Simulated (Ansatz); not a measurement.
# SiSnGe2: the cost of one run

Method: DFT PBE, scalar-relativistic, plane waves, PAW, in Ansatz 0.2.0.

## 1. The structure to begin with

The structure is tetragonal, space group P-4m2 (No. 115). Conventional cell: a = 4.099 Å, b = 4.099 Å, c = 5.796 Å, α = 90.00°, β = 90.00°, γ = 90.00°. Si (site symmetry -4m2) is surrounded by 4 Ge at 2.51 Å. Sn (site symmetry -4m2) has 4 Ge at 2.51 Å as nearest neighbours. Around Ge (site symmetry 2mm) lie 2 Si at 2.51 Å and 2 Sn at 2.51 Å.

Coordinates:

```
Si Sn Ge
1.0
     4.09861    0.00000    0.00000
     0.00000    4.09861    0.00000
     0.00000    0.00000    5.79632
Si Sn Ge
1 1 2
Direct
  0.00000 0.00000 0.00000
  0.50000 0.50000 0.50000
  0.50000 0.00000 0.75000
  0.00000 0.50000 0.25000
```

This is a trial structure built by rule; it need not be a known or stable form of this composition.

(A quick probe on a coarse mesh, which set the mesh and smearing, is not shown.)

## 3. Rough relaxation on the coarse mesh

File input.yaml:

```yaml
crystal:
  lattice:
    - [4.0986137457, 0.0, 0.0]
    - [0.0, 4.0986137457, 0.0]
    - [0.0, 0.0, 5.7963151461]
  atoms:
    - { symbol: Si, position: [0.0, 0.0, 0.0] }
    - { symbol: Sn, position: [0.5, 0.5, 0.5] }
    - { symbol: Ge, position: [0.5, 0.0, 0.75] }
    - { symbol: Ge, position: [0.0, 0.5, 0.25] }
basis:
  ecutwfc: 420
kpoints:
  mp_grid: { grid: [6, 6, 4] }
hamiltonian:
  xc: pbe
scf:
  occupations: { method: gaussian, width: 0.1 }
output:
  forces: true
  stress: true
  eigenvalues: true
relax:
  adjacent_minimum: "off"
  f_tol: 0.05
  max_steps: 80
  cell: { stress_tol: 0.5 }
```

Started as:

```console
$ ansatz run input.yaml --threads 2 --pin off --max-ram 7168MiB --backend cpu --events-out ev --progress --plain --runs-dir out
```

Q: Estimate wall time and peak memory on 2 threads of Intel Xeon 6975P-C (Granite Rapids), shared host.

About 11 s, with a peak of 0.44 GiB.
